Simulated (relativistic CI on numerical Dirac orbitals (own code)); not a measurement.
**Cd IX (Cd⁸⁺): levels and lines**

Aim: the low levels of Cd⁸⁺, their labels and the strongest lines; runs with one setting changed show what the result hangs on.

Method: Dirac-Coulomb-Breit CI, KLI orbitals optimised for each configuration, model QED (radiative potential, 1s self-energy scaled to tabulated hydrogen-like ionisation energies). Code: relativistic CI on numerical Dirac orbitals (own code) version 4.

**1. The atom as given**

```
ion                       : Cd⁸⁺ (Cd IX)
nuclear charge            : 48
electrons                 : 40
isotope                   : A = 114
first configuration typed : [Kr] 4d4
```

The outer shells:

first configuration typed
```
[Kr] core
4d [↑ ][↑ ][↑ ][↑ ][  ]
```

**2. Base run**

Input settings:

```ini
atom Cd  Z=48  charge=8  electrons=40
nucleus A=114  rms_radius_fm=4.6087
hamiltonian dirac-coulomb  breit=on  qed=on  c_scale=1
orbitals kli  potential=per-configuration
slater_scale 1
correlation none
mixing on
configurations
  [Kr] 4d4
  [Kr] 4d3 4f
  [Ar] 3d10 4s2 4p5 4d5
  [Kr] 4d3 5s
  [Kr] 4d3 5p
  [Ar] 3d10 4s 4p6 4d5
  [Kr] 4d2 5s 5p
  [Ar] 3d10 4s2 4p5 4d4 4f
  [Kr] 4d3 5d
  [Kr] 4d2 4f 5s
  [Kr] 4d3 6s
  [Kr] 4d3 6p
  [Kr] 4d3 5f
  [Ar] 3d10 4s 4p6 4d4 4f
  [Ar] 3d10 4s2 4p5 4d4 5s
  [Kr] 4d3 6d
  [Kr] 4d3 5g
  [Kr] 4d3 7s
  [Kr] 4d3 7p
  [Kr] 4d3 6f
  [Ar] 3d10 4s 4p6 4d4 5s
  [Ar] 3d10 4s 4p6 4d3 5s 5p
  [Kr] 4d2 5s2
  [Kr] 4d 4f 5s2
  [Kr] 4d 5s2 5p
  [Ar] 3d10 4s2 4p5 4d2 4f 5s2
  [Ar] 3d10 4p6 4d6
  [Ar] 3d10 4p5 4d7
  [Ar] 3d10 4p5 4d6 4f
end
```

The run is started by

```
$ python run_levels.py task.json out
```

The settings of every run stand in task.json; they run in order.

**3. Without QED terms**

Settings: those of step 2 with these lines changed.

```diff
@@ -2,3 +2,3 @@
 nucleus A=114  rms_radius_fm=4.6087
-hamiltonian dirac-coulomb  breit=on  qed=on  c_scale=1
+hamiltonian dirac-coulomb  breit=on  qed=off  c_scale=1
 orbitals kli  potential=per-configuration
```

**4. The first configuration alone**

Input settings:

```ini
atom Cd  Z=48  charge=8  electrons=40
nucleus A=114  rms_radius_fm=4.6087
hamiltonian dirac-coulomb  breit=on  qed=on  c_scale=1
orbitals kli  potential=per-configuration
slater_scale 1
correlation none
mixing on
configurations
  [Kr] 4d4
end
```

(Steps that only read results are left out.)

Q: Predict the outcome of this session. Wanted: lowest level; first excitation; lowest level of the other parity; fastest E1 line; ionisation energy.

As calculated:

| run | time | mean size of shift, levels followed (cm⁻¹) | lowest level | ionisation energy (eV) |
| --- | --- | --- | --- | --- |
| main run | 17 s | 0 | 4d4 5D0 | 150.43 |
| without QED terms | 15 s | 17.0 | 4d4 5D0 | 150.42 |
| the first configuration alone | 0.13 s | 766 | 4d4 5D0 | - |

The tabulated theoretical ionisation energy (NIST) is 150 eV.

| quantity | value |
| --- | --- |
| lowest level | 4d4 5D0 |
| first excitation | 4d4 5D1, 1460.3 cm⁻¹ |
| lowest level of the other parity | 4p5 4d5 7P°4, 448803 cm⁻¹ |
| levels in the model | 8505 |
| fastest E1 line (by rate) to the lowest level among the lowest 400 of 8505 levels | 21.23 nm, from 4d3 5p 3D°1 |
| ionisation energy | 150.43 eV |
| ionisation energy, tabulated theoretical (NIST) | 150 eV |

The lowest level is 4d4 5D0, 92 % pure in LS and 53 % in jj coupling; over the low levels the means are 80 and 59 %, so LS coupling describes them better. The ionisation energy agrees with the tabulated theoretical value within its uncertainty of 2.2 eV. Of the changes tried, the run «the first configuration alone» moves the low levels most, by 766 cm⁻¹ on average. Lifetimes count radiative decay inside the model alone.
